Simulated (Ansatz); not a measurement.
# BeAs4Ru: the cost of one run

Method: DFT PBE, scalar-relativistic, plane waves, PAW, in Ansatz 0.2.0.

## (1) Starting point

Symmetry: F-43m, No. 216, cubic system. The conventional cell has a = 8.023 Å, b = 8.023 Å, c = 8.023 Å, α = 90.00°, β = 90.00°, γ = 90.00°. Around Be (site symmetry -43m) lie 12 As at 3.33 Å and 4 Ru at 3.47 Å. As (site symmetry 3m) is surrounded by 6 As at 2.83 to 2.84 Å and 3 Ru at 3.33 Å and 3 Be at 3.33 Å. Ru (site symmetry -43m) is surrounded by 12 As at 3.33 Å and 4 Be at 3.47 Å.

Coordinates:

```cif
data_structure
_symmetry_space_group_name_H-M 'F-43m'
_symmetry_Int_Tables_number 216
_cell_length_a 8.0225
_cell_length_b 8.0225
_cell_length_c 8.0225
_cell_angle_alpha 90.000
_cell_angle_beta 90.000
_cell_angle_gamma 90.000
_cell_volume 516.33
loop_
_atom_site_label
_atom_site_type_symbol
_atom_site_symmetry_multiplicity
_atom_site_Wyckoff_symbol
_atom_site_fract_x
_atom_site_fract_y
_atom_site_fract_z
_atom_site_occupancy
Be1 Be 4 c 0.25000 0.25000 0.25000 1
As1 As 16 e 0.87484 0.37484 0.12516 1
Ru1 Ru 4 a 0.00000 0.00000 0.00000 1
```

Recipe of the guess: species swapped into a database cell of CaErAl4 (F-43m, No. 216), with Be on the Ca sites, Ru on the Er sites and As on the Al sites. The dimensions are guesses.

## (2) A first look at the guess

Contents of input.yaml:

```yaml
crystal:
  lattice:
    - [0.0, 4.01125153, 4.01125153]
    - [4.01125153, 0.0, 4.01125153]
    - [4.01125153, 4.01125153, 0.0]
  atoms:
    - { symbol: Be, position: [0.75, 0.75, 0.75] }
    - { symbol: As, position: [0.87549397, 0.37483534, 0.37483534] }
    - { symbol: As, position: [0.37483534, 0.37483534, 0.37483534] }
    - { symbol: As, position: [0.37483534, 0.87549397, 0.37483534] }
    - { symbol: As, position: [0.37483534, 0.37483534, 0.87549397] }
    - { symbol: Ru, position: [0.0, 0.0, 0.0] }
basis:
  ecutwfc: 420
kpoints:
  mp_grid: { grid: [4, 4, 4] }
hamiltonian:
  xc: pbe
scf:
  occupations: { method: gaussian, width: 0.1 }
  lower_state_search: "off"
output:
  forces: true
  stress: true
  eigenvalues: true
```

Run with:

```
> ansatz run input.yaml --threads 1 --pin off --max-ram 2048MiB --backend cpu --events-out ev --progress --plain --runs-dir out
```

**Question.** How long does this run take on 1 thread of Intel Xeon Platinum 8375C at 2.90GHz (Ice Lake), shared host, and how much memory does it need?

About 3.4 s, with a peak of 0.42 GiB.
